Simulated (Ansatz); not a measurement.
**CH3BClFO (methoxychlorofluoroborane) at BLYP/cc-pVDZ**

What is the vertical ionisation energy of CH3BClFO (methoxychlorofluoroborane) at BLYP/cc-pVDZ? 

Program for the calculation: Ansatz 0.2.0.

134 further runs of the same task are left out: 134 set aside as unsound or not needed. Runs told in other sessions of the task aren't counted.

## 1. The structure to begin with

CH3BClFO has 8 atoms, charge 0, and is taken as a singlet. SMILES: `COB(F)Cl`. The shape is that of a PBE0-D4/def2-TZVP optimisation. This is one conformer, not always the lowest.

Bond lengths: C1–O2 1.414 Å, O2–B3 1.333 Å, B3–F4 1.320 Å, B3–Cl5 1.765 Å, C1–H6 1.091 Å, C1–H7 1.090 Å, C1–H8 1.091 Å. Angles: C1–O2–B3 126.0°, O2–B3–F4 118.3°, O2–B3–Cl5 124.1°, F4–B3–Cl5 117.7°, O2–C1–H6 108.6°, O2–C1–H7 108.2°, O2–C1–H8 111.7°, H6–C1–H7 109.1°, H6–C1–H8 109.5°, H7–C1–H8 109.7°.

## 2. The energy at BLYP/cc-pVDZ

input.yaml reads:

```yaml
crystal:
  periodic: [false, false, false]
  atoms:
    - {symbol: C, position_ang: [0.662000, -0.415400, 0.804600]}
    - {symbol: O, position_ang: [-0.122300, -0.654500, -0.347500]}
    - {symbol: B, position_ang: [-0.782400, 0.264900, -1.051400]}
    - {symbol: F, position_ang: [-1.466600, -0.129900, -2.108800]}
    - {symbol: Cl, position_ang: [-0.801800, 1.985600, -0.658500]}
    - {symbol: H, position_ang: [1.700600, -0.658800, 0.576000]}
    - {symbol: H, position_ang: [0.308900, -1.072800, 1.599700]}
    - {symbol: H, position_ang: [0.593700, 0.623700, 1.130000]}
basis:
  gaussian: {orbitals: cc-pVDZ}
total_charge: 0
hamiltonian: {xc: {name: BLYP}}
accuracy: high
output: {orbitals: {seedname: orbitals}}
```

The run is started by

```sh
ansatz run input.yaml --threads 1 --pin off --max-ram 3480MiB --events-out events.jsonl --progress --plain --runs-dir runs
```

The log of the run:

```text
Warning: RAYON_NUM_THREADS=1 ignored (pool sized by the plan → 1); use --threads N
Functional definition: BLYP
  name "BLYP"
  parameter beta = 0.0042
  parameter a = 0.04918
  parameter b = 0.132
  parameter c = 0.2533
  parameter d = 0.349
  exchange = b88_x(beta = beta)
  correlation = lyp_c(a = a, b = b, c = c, d = d)
2055 factors; integrals over basis functions are off by at most 3.5e-9 eV
mean field evaluation 1: about -19045.0082 eV, gradient 5.6e1 eV
mean field evaluation 2: about -19027.2893 eV, gradient 1.1e2 eV
mean field evaluation 4: about -19051.1956 eV, gradient 6.5e0 eV
mean field evaluation 8: about -19051.2624 eV, gradient 8.2e-1 eV
mean field evaluation 16: about -19051.2638 eV, gradient 7.2e-5 eV
mean field -19051.26375020 eV, -700.1210294095 hartree, gradient 4.8e-8 eV, S^2 0.000000; 0 other end points of the search recorded, 0 dependent functions left out
reference -19051.26380287 eV, -700.1210313451 hartree; 24, 24 occupied and 65, 65 virtual orbitals, 2055 factors
Total energy: -19051.26380287 eV, -700.1210313451 hartree
```

Wall time 5.7 s (1 thread of Arm Neoverse V2, shared host); peak memory 0.23 GiB.

## 3. The doublet cation at the same level

molecule.yaml reads:

```yaml
crystal:
  periodic: [false, false, false]
  atoms:
    - symbol: C
      position_ang: [0.662000, -0.415400, 0.804600]
    - symbol: O
      position_ang: [-0.122300, -0.654500, -0.347500]
    - symbol: B
      position_ang: [-0.782400, 0.264900, -1.051400]
    - symbol: F
      position_ang: [-1.466600, -0.129900, -2.108800]
    - symbol: Cl
      position_ang: [-0.801800, 1.985600, -0.658500]
    - symbol: H
      position_ang: [1.700600, -0.658800, 0.576000]
    - symbol: H
      position_ang: [0.308900, -1.072800, 1.599700]
    - symbol: H
      position_ang: [0.593700, 0.623700, 1.130000]
basis:
  gaussian: {orbitals: cc-pVDZ}
hamiltonian: {xc: {name: BLYP}}
magnetization: {spin_polarized: true, initial_magnetization: 1}
total_charge: 1
accuracy: high
output: {orbitals: {seedname: orbitals}}
```

The run is started by

```sh
ansatz run molecule.yaml --threads 1 --pin off --max-ram 3480MiB --events-out events.jsonl --progress --plain --runs-dir runs
```

The log of the run (excerpt; [...] marks lines left out):

```text
Warning: RAYON_NUM_THREADS=1 ignored (pool sized by the plan → 1); use --threads N
Functional definition: BLYP
  name "BLYP"
[...]
2054 factors; integrals over basis functions are off by at most 3.5e-9 eV
[...]
mean field -19040.47903938 eV, -699.7246985968 hartree, gradient 3.6e-8 eV, S^2 0.752957; 8 other end points of the search recorded, 0 dependent functions left out
reference -19040.47908984 eV, -699.7247004514 hartree; 24, 23 occupied and 65, 66 virtual orbitals, 2054 factors
Total energy: -19040.47908984 eV, -699.7247004514 hartree
```

Run time: 35 s. Hardware: 1 thread of Arm Neoverse V2, shared host; peak memory 0.3 GiB.

## 4. Summary of results

At BLYP/cc-pVDZ:

```
                                          quantity          value
                    singlet CH3BClFO: total energy  -700.12103 Eh
                     singlet CH3BClFO: HOMO energy       -7.39 eV
                     singlet CH3BClFO: LUMO energy        0.03 eV
                   singlet CH3BClFO: HOMO–LUMO gap        7.41 eV
                      doublet cation: total energy  -699.72470 Eh
doublet cation: HOMO energy (highest over α and β)      -14.20 eV
 doublet cation: LUMO energy (lowest over α and β)      -14.16 eV
                              doublet cation: ⟨S²⟩          0.753
vertical ionisation energy (to the doublet cation)      10.785 eV
```

In words: The vertical ionisation energy comes to 10.78 eV (1041 kJ/mol). The negative HOMO energy of the first species, 7.39 eV, lies 3.40 eV below that difference.
